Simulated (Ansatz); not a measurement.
# C4H16N4Si: a ladder of functionals and wavefunction methods

The task here is to estimate one member of a computed series from the others.

Method: functionals in def2-TZVPP, the program's frozen cores in correlated methods; program: Ansatz 0.2.0, Gaussian basis.

The runs, in order: LDA (SPW92), PBE-D4, revPBE-D4, BLYP-D4, r2SCAN-D4, B97M-V, PBE0-D4, B3LYP-D4, r2SCANh-D4, r2SCAN0-D4, HSE06-D4, BHLYP-D4, CAM-B3LYP-D4, LC-ωPBE, ωB97X-V, ωB97M-V, B2PLYP, PBE-QIDH; CCSD(T)/def2-SVP; CCSD(T)/def2-TZVPP; MP2/def2-QZVPP; extrapolation to the limit; RPA on PBE.

**The relaxed structure**

All runs share one geometry, relaxed beforehand with PBE0-D4 in a triple-zeta def2 set.

SMILES `CN[Si](NC)(NC)NC`, 25 atoms, charge 0, spin multiplicity 1.

Atoms are counted from 1 here; the program's logs count them from 0.

Bond lengths: C1–N2 1.444 Å, C1–H10 1.092 Å, C1–H11 1.096 Å, C1–H12 1.099 Å, N2–Si3 1.713 Å, N2–H13 1.007 Å, Si3–N4 1.716 Å, Si3–N6 1.715 Å, Si3–N8 1.713 Å, N4–C5 1.445 Å, N4–H14 1.008 Å, C5–H15 1.092 Å, C5–H16 1.095 Å, C5–H17 1.100 Å, N6–C7 1.443 Å, N6–H18 1.007 Å, C7–H19 1.098 Å, C7–H20 1.097 Å and more. Angles: N2–C1–H10 109.1°, N2–C1–H11 111.8°, N2–C1–H12 113.4°, H10–C1–H11 107.3°, H10–C1–H12 107.4°, H11–C1–H12 107.6°, C1–N2–Si3 126.2°, C1–N2–H13 114.2°, Si3–N2–H13 117.6°, N2–Si3–N4 112.0°, N2–Si3–N6 105.2°, N2–Si3–N8 111.2°, N4–Si3–N6 111.4°, N4–Si3–N8 104.5°, N6–Si3–N8 112.8°, Si3–N4–C5 125.2°, Si3–N4–H14 116.6°, C5–N4–H14 113.5° and more.

Set-up of the first run:

in.yaml reads:

```yaml
crystal:
  periodic: [false, false, false]
  atoms:
    - {symbol: C, position_ang: [1.996006, -1.580397, -1.187634]}
    - {symbol: N, position_ang: [1.081842, -1.396085, -0.085471]}
    - {symbol: Si, position_ang: [-0.235679, -0.302848, -0.035243]}
    - {symbol: N, position_ang: [-1.529525, -0.810200, -1.042398]}
    - {symbol: C, position_ang: [-2.783117, -0.109629, -1.204912]}
    - {symbol: N, position_ang: [0.407486, 1.200303, -0.553528]}
    - {symbol: C, position_ang: [1.655493, 1.801373, -0.147991]}
    - {symbol: N, position_ang: [-0.919398, -0.226162, 1.534013]}
    - {symbol: C, position_ang: [-0.396034, 0.527422, 2.647528]}
    - {symbol: H, position_ang: [1.962549, -0.698298, -1.831039]}
    - {symbol: H, position_ang: [3.030658, -1.693537, -0.844191]}
    - {symbol: H, position_ang: [1.756753, -2.452179, -1.812040]}
    - {symbol: H, position_ang: [1.093457, -2.143625, 0.588750]}
    - {symbol: H, position_ang: [-1.287825, -1.389705, -1.830443]}
    - {symbol: H, position_ang: [-3.010569, 0.435190, -0.285828]}
    - {symbol: H, position_ang: [-3.611137, -0.804143, -1.383096]}
    - {symbol: H, position_ang: [-2.779854, 0.618229, -2.029007]}
    - {symbol: H, position_ang: [-0.205562, 1.827604, -1.048088]}
    - {symbol: H, position_ang: [1.529600, 2.633710, 0.557617]}
    - {symbol: H, position_ang: [2.224408, 2.179403, -1.005755]}
    - {symbol: H, position_ang: [2.273653, 1.047133, 0.343527]}
    - {symbol: H, position_ang: [-1.572998, -0.947416, 1.793260]}
    - {symbol: H, position_ang: [0.279052, -0.049575, 3.294453]}
    - {symbol: H, position_ang: [-1.200390, 0.925251, 3.275418]}
    - {symbol: H, position_ang: [0.167733, 1.384081, 2.272200]}
basis:
  gaussian: {orbitals: def2-TZVPP}
hamiltonian: {xc: lda}
output: {orbitals: {seedname: orbitals}}
```

Launch:

```bash
$ ansatz run in.yaml --threads 4 --pin off --events-out ev --progress --plain --max-ram 46080MiB --backend cuda --devices 0, --max-vram 37GiB
```

Among the steps run: LDA; PBE-D4 (GGA); revPBE-D4 (GGA); BLYP-D4 (GGA); r2SCAN-D4 (meta-GGA); B97M-V (meta-GGA); PBE0-D4 (hybrid); B3LYP-D4 (hybrid); r2SCANh-D4 (hybrid); r2SCAN0-D4 (hybrid); HSE06-D4 (hybrid); BHLYP-D4 (hybrid); CAM-B3LYP-D4 (range-separated); LC-ωPBE (range-separated); ωB97X-V (range-separated); ωB97M-V (range-separated); B2PLYP (double hybrid); PBE-QIDH (double hybrid).

One of the session's tables, all rows but one given; the rest of the session is left out.

It belongs to the step «Frontier levels by functional». 

| functional | HOMO (eV) | LUMO (eV) | gap (eV) |
| --- | --- | --- | --- |
| LDA (SPW92) | -4.85 | -0.06 | 4.79 |
| PBE-D4 | -4.72 | 0.12 | 4.84 |
| revPBE-D4 | -4.67 | 0.21 | 4.88 |
| BLYP-D4 | -4.60 | 0.13 | 4.74 |
| r2SCAN-D4 | -4.98 | 0.80 | 5.78 |
| B97M-V | -5.13 | 0.26 | 5.39 |
| PBE0-D4 | -6.09 | 0.92 | 7.01 |
| B3LYP-D4 | -5.86 | 0.60 | 6.47 |
| r2SCANh-D4 | -5.50 | 1.04 | 6.53 |
| r2SCAN0-D4 | ? | ? | ? |
| HSE06-D4 | -5.69 | 0.55 | 6.24 |
| BHLYP-D4 | -7.40 | 1.52 | 8.93 |
| CAM-B3LYP-D4 | -7.50 | 1.67 | 9.17 |
| LC-ωPBE | -8.86 | 2.97 | 11.83 |
| ωB97X-V | -8.52 | 2.73 | 11.25 |
| ωB97M-V | -8.45 | 2.26 | 10.71 |

Estimate the missing values for r2SCAN0-D4.

Worked estimate for «HOMO (eV)». Against the share of exact exchange, r2SCAN-D4 (0, -4.98), r2SCANh-D4 (0.1, -5.50) give a slope of -5.20 per unit share; at 0.25 the line stands at -6.28.

The run gave: HOMO (eV): -6.28; LUMO (eV): 1.37; gap (eV): 7.65. In «HOMO (eV)» the line misses by 0.00.
